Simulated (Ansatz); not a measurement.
**C₂H₆NOSb: a ladder of functionals and wavefunction methods**

An exercise on one series of results from a longer session: the logs are not shown, and one member is left open.

Method: functionals in def2-TZVPP, the program's frozen cores in correlated methods; program: Ansatz 0.2.0, Gaussian basis.

Plan: PBE-D4, r2SCAN-D4, PBE0-D4, B3LYP-D4, ωB97X-V, ωB97M-V, B2PLYP; CCSD(T)/def2-TZVPP; MP2/def2-QZVPP; extrapolation to the limit.

## Structure used throughout

The geometry comes from an earlier relaxation with PBE0-D4 in a triple-zeta def2 set; it is a stationary point, not always the lowest conformer. Sb takes the def2 core potential; no spin-orbit term is included.

SMILES `[CH3][Sb]1[NH]C[O]1`, 11 atoms, charge 0, spin multiplicity 1.

Atoms are counted from 1 here; the program's logs count them from 0.

Bond lengths: C1–Sb2 2.144 Å, C1–H6 1.092 Å, C1–H7 1.089 Å, C1–H8 1.092 Å, Sb2–N3 2.055 Å, Sb2–O5 1.992 Å, N3–C4 1.471 Å, N3–H9 1.013 Å, C4–O5 1.425 Å, C4–H10 1.097 Å, C4–H11 1.098 Å. Angles: Sb2–C1–H6 109.4°, Sb2–C1–H7 109.0°, Sb2–C1–H8 109.8°, H6–C1–H7 109.7°, H6–C1–H8 108.8°, H7–C1–H8 110.1°, C1–Sb2–N3 95.2°, C1–Sb2–O5 96.5°, N3–Sb2–O5 69.9°, Sb2–N3–C4 89.7°, Sb2–N3–H9 112.7°, C4–N3–H9 111.3°, N3–C4–O5 106.4°, N3–C4–H10 112.3°, N3–C4–H11 110.1°, O5–C4–H10 110.6°, O5–C4–H11 109.1°, H10–C4–H11 108.3° and more.

Set-up of the first run:

The input, in.yaml:

```yaml
crystal:
  periodic: [false, false, false]
  atoms:
    - {symbol: C, position_ang: [-1.512928, 1.151555, -0.272369]}
    - {symbol: Sb, position_ang: [0.628808, 1.255327, -0.297275]}
    - {symbol: N, position_ang: [0.902869, -0.707170, -0.843328]}
    - {symbol: C, position_ang: [0.970809, -1.084212, 0.577109]}
    - {symbol: O, position_ang: [0.928832, 0.131470, 1.319580]}
    - {symbol: H, position_ang: [-1.899923, 1.418671, -1.258427]}
    - {symbol: H, position_ang: [-1.815769, 0.135816, -0.020945]}
    - {symbol: H, position_ang: [-1.908453, 1.854769, 0.463018]}
    - {symbol: H, position_ang: [1.789058, -0.863763, -1.308447]}
    - {symbol: H, position_ang: [1.880255, -1.649712, 0.814996]}
    - {symbol: H, position_ang: [0.101842, -1.699652, 0.846687]}
basis:
  gaussian: {orbitals: def2-TZVPP}
hamiltonian: {xc: pbe, dispersion: d4}
output: {forces: true, orbitals: {seedname: orbitals}}
```

Run with:

```bash
$ ansatz run in.yaml --threads 4 --pin off --events-out ev --progress --plain --max-ram 10444MiB
```

Among the steps run: PBE-D4 (GGA); r2SCAN-D4 (meta-GGA); PBE0-D4 (hybrid); B3LYP-D4 (hybrid); ωB97X-V (range-separated); ωB97M-V (range-separated); B2PLYP (double hybrid); CCSD(T) in def2-TZVPP; MP2 in def2-QZVPP.

One of the session's tables, all rows but one given; the rest of the session is left out.

It belongs to the step «Atomisation energies». 

| method | atomisation energy (kJ/mol) |
| --- | --- |
| PBE-D4 | 4040.3 |
| r2SCAN-D4 | 3908.0 |
| PBE0-D4 | 3921.6 |
| B3LYP-D4 | ? |
| ωB97X-V | 3946.0 |
| ωB97M-V | 3922.9 |
| B2PLYP | 3869.5 |
| HF/def2-TZVPP | 2572.7 |
| MP2/def2-TZVPP | 3851.8 |
| CCSD/def2-TZVPP | 3710.3 |
| CCSD(T)/def2-TZVPP | 3791.5 |
| MP2/CBS | 3991.0 |
| CCSD(T)/CBS | 3930.7 |

Q: Estimate the row for B3LYP-D4 from the others.

The run gave: atomisation energy (kJ/mol): 3927.0. In the column «atomisation energy (kJ/mol)» it lies between ωB97M-V (3922.9) and CCSD(T)/CBS (3930.7).

Limits of these values: Free atoms (2 C, 1 Sb, 1 N, 1 O, 6 H) were run apart at each level; the atomisation energy is their sum less the molecule, without zero-point or spin-orbit terms.
